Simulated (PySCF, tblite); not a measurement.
# C6H16N2Si: infrared bands and NMR shifts

Wanted: the infrared bands and NMR shifts of C6H16N2Si (`C/C=N\N([SiH3])CCCC`), by calculation.

The runs use tblite 0.8.0 and PySCF 2.14.0, with density-fitted response routines of our own; the level of theory stands in each step. All values are computed, except where a source is named. Atoms are numbered from 0 throughout.

### Step 1. Starting geometry

25 atoms, charge 0, multiplicity 1; geometry from: GFN2-xTB.

Bonds of the start (Å): C0–C1 1.50, C1–N2 1.26, N2–N3 1.35, N3–Si4 1.74, N3–C5 1.45, C5–C6 1.53, C6–C7 1.53, C7–C8 1.52, C0–H9 1.09, C0–H10 1.09, C0–H11 1.09, C1–H12 1.08, Si4–H13 1.47, Si4–H14 1.46, Si4–H15 1.46, C5–H16 1.09, C5–H17 1.09, C6–H18 1.09, C6–H19 1.09, C7–H20 1.09, C7–H21 1.09, C8–H22 1.09, C8–H23 1.09, C8–H24 1.09.

### Step 2. Vibrational analysis with GFN2-xTB

What the job is given:

```
{"job": {"kind": "ir", "xc": "GFN2-xTB", "basis": "xTB"}, "charge": 0, "multiplicity": 1}
C      3.657097     0.852453     0.432823
C      2.703448     0.797256    -0.723569
N      1.611199     0.189371    -0.901499
N      0.971991    -0.654089    -0.067801
Si     1.429978    -1.335896     1.467763
C     -0.375327    -0.885739    -0.564986
C     -1.367518     0.143026    -0.023335
C     -2.790107    -0.129204    -0.503115
C     -3.773040     0.912730     0.016831
H      4.401188     0.059692     0.351583
H      3.139383     0.740799     1.382425
H      4.179574     1.807067     0.423195
H      2.990554     1.387039    -1.587712
H      1.249856    -0.404805     2.592601
H      2.813174    -1.797120     1.385589
H      0.530008    -2.473768     1.641057
H     -0.694021    -1.890911    -0.282924
H     -0.337467    -0.819666    -1.655138
H     -1.051326     1.136929    -0.347289
H     -1.336885     0.119363     1.069011
H     -3.099268    -1.120798    -0.164155
H     -2.807564    -0.132531    -1.595222
H     -3.500130     1.903810    -0.338463
H     -3.774200     0.928283     1.104735
H     -4.781531     0.690854    -0.324578
```

**Question.** This job is followed by: GIAO PBE0/pcSseg-1 NMR shielding, non-relativistic, gas phase. Predict these results of the whole session: strongest single infrared mode (GFN2-xTB); zero-point energy (GFN2-xTB); ¹³C shifts against TMS (PBE0/pcSseg-1); ¹H shifts against TMS (PBE0/pcSseg-1, means over atoms taken as alike); ¹⁵N shifts against NH3 (PBE0/pcSseg-1); ²⁹Si shifts against TMS (PBE0/pcSseg-1).

The runs gave:

| quantity | value |
| --- | --- |
| strongest single infrared mode (GFN2-xTB) | 2273 cm⁻¹, 366 km/mol |
| zero-point energy (GFN2-xTB) | 131.7 kcal/mol |
| ¹³C shifts against TMS (PBE0/pcSseg-1) | 132.2, 67.2, 38.2, 24.3, 19.1, 17.0 ppm |
| ¹H shifts against TMS (PBE0/pcSseg-1, means over atoms taken as alike) | 6.49, 5.02, 3.44, 2.07, 1.39, 1.14, 1.07 ppm |
| ¹⁵N shifts against NH3 (PBE0/pcSseg-1) | 395.7, 124.3 ppm |
| ²⁹Si shifts against TMS (PBE0/pcSseg-1) | -58.6 ppm |

In words: No mode is imaginary among the 69: a minimum at this level. The strongest single mode, at 2273 cm⁻¹, moves mainly H15. Unscaled tight-binding wavenumbers are off by several per cent, some by more. Its intensities can rank the bands wrongly. At PBE0/pcSseg-1: The widest tensor belongs to N2: span 577 ppm, with a paramagnetic part of -457 ppm.
